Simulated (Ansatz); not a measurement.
# BrH3Si: the cost of one run

Computed with Ansatz 0.2.0, Gaussian basis. Level: cc-pVTZ, core rule «outside noble gas», up to 19 orbitals frozen.

The runs, in order: UHF; CCSD(T) on RHF; CCSD(T) on UHF; BCCD(T) on RHF; CCSDT(Q) on RHF; CASSCF and NEVPT2, 2 electrons in 2 orbitals; CASSCF and NEVPT2, 14 electrons in 11 orbitals.

## 1. What is computed

The geometry derives from fragments relaxed apart (PBE0/def2-TZVP) and kept rigid, so it is no stationary point. A hydrogen atom is moved between rigid fragments. No spin-orbit coupling is included. The filled d shell of Br may be among the frozen orbitals whatever the setting's name suggests; the logs give the count.

5 atoms, charge 0, spin multiplicity 1.

Atoms are counted from 1 here; the program's logs count them from 0.

Bond lengths: Br1–H2 1.727 Å, H2–Si3 1.562 Å, Si3–H4 1.526 Å, Si3–H5 1.526 Å. Angles: Br1–H2–Si3 180.0°, H2–Si3–H4 113.7°, H2–Si3–H5 113.7°, H4–Si3–H5 91.2°.

## 2. UHF

Contents of in.yaml:

```yaml
crystal:
  periodic: [false, false, false]
  atoms:
    - {symbol: Br, position_ang: [-0.918613, 0.015876, 0.000000]}
    - {symbol: H, position_ang: [0.808387, 0.015876, 0.000000]}
    - {symbol: Si, position_ang: [2.370387, 0.015876, 0.000000]}
    - {symbol: H, position_ang: [2.982568, -0.858408, 1.090012]}
    - {symbol: H, position_ang: [2.982568, -0.858408, -1.090012]}
basis:
  gaussian: {orbitals: cc-pVTZ}
magnetization: {spin_polarized: true, initial_magnetization: 0}
hamiltonian: {xc: hf}
output: {orbitals: {seedname: orbitals}}
```

Started as:

```sh
$ ansatz run in.yaml --threads 1 --pin off --events-out ev --progress --plain --max-ram 2816MiB --backend cpu
```

Q: Estimate wall time and peak memory on 1 thread of AMD EPYC 7R13, shared host.

About 7 s, with a peak of 0.28 GiB.
